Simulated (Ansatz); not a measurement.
# ClH3O2Si: the cost of one run

All numbers below are computed with Ansatz 0.2.0 (RKS CAM-B3LYP-D4/def2-SVP).

**1. The system as given**

Bond lengths: Si1–Cl2 2.130 Å, Si1–O3 1.680 Å, O3–H4 1.010 Å, Si1–O5 1.679 Å, O5–H6 1.010 Å, Si1–H7 1.459 Å. Angles: Cl2–Si1–O3 109.4°, Cl2–Si1–O5 109.5°, Cl2–Si1–H7 109.5°, O3–Si1–O5 109.5°, O3–Si1–H7 109.5°, O5–Si1–H7 109.5°, Si1–O3–H4 109.5°, Si1–O5–H6 109.5°.

Coordinates:

```xyz
7

Si    0.0000    0.0000    0.0000
Cl    0.0000    0.0000    2.1300
O     1.5842    0.0000   -0.5594
H     1.9006   -0.9521   -0.6761
O    -0.7913    1.3709   -0.5594
H    -1.7491    1.1401   -0.7818
H    -0.6877   -1.1914   -0.4862
```

**2. Relaxing the start**

input.yaml reads:

```yaml
crystal:
  periodic: [false, false, false]
  atoms:
    - { symbol: Si, position_ang: [0.0, 0.0, 0.0] }
    - { symbol: Cl, position_ang: [0.0, 0.0, 2.13] }
    - { symbol: O, position_ang: [1.5842, 0.0, -0.5594] }
    - { symbol: H, position_ang: [1.9006, -0.9521, -0.6761] }
    - { symbol: O, position_ang: [-0.7913, 1.3709, -0.5594] }
    - { symbol: H, position_ang: [-1.7491, 1.1401, -0.7818] }
    - { symbol: H, position_ang: [-0.6877, -1.1914, -0.4862] }
basis:
  gaussian: { orbitals: def2-SVP }
hamiltonian:
  xc: cam_b3lyp
  dispersion: d4
relax:
  f_tol: 0.02
  max_steps: 40
```

Launch:

```sh
$ ansatz run input.yaml --threads 2 --pin off --max-ram 3072MiB --backend cpu --events-out ev --progress --plain --runs-dir out
```

What time and memory should one allow on 2 threads of Intel Xeon Platinum 8259CL at 2.50GHz (Skylake/Cascade Lake), shared host?

About 54 s, with a peak of 0.19 GiB.
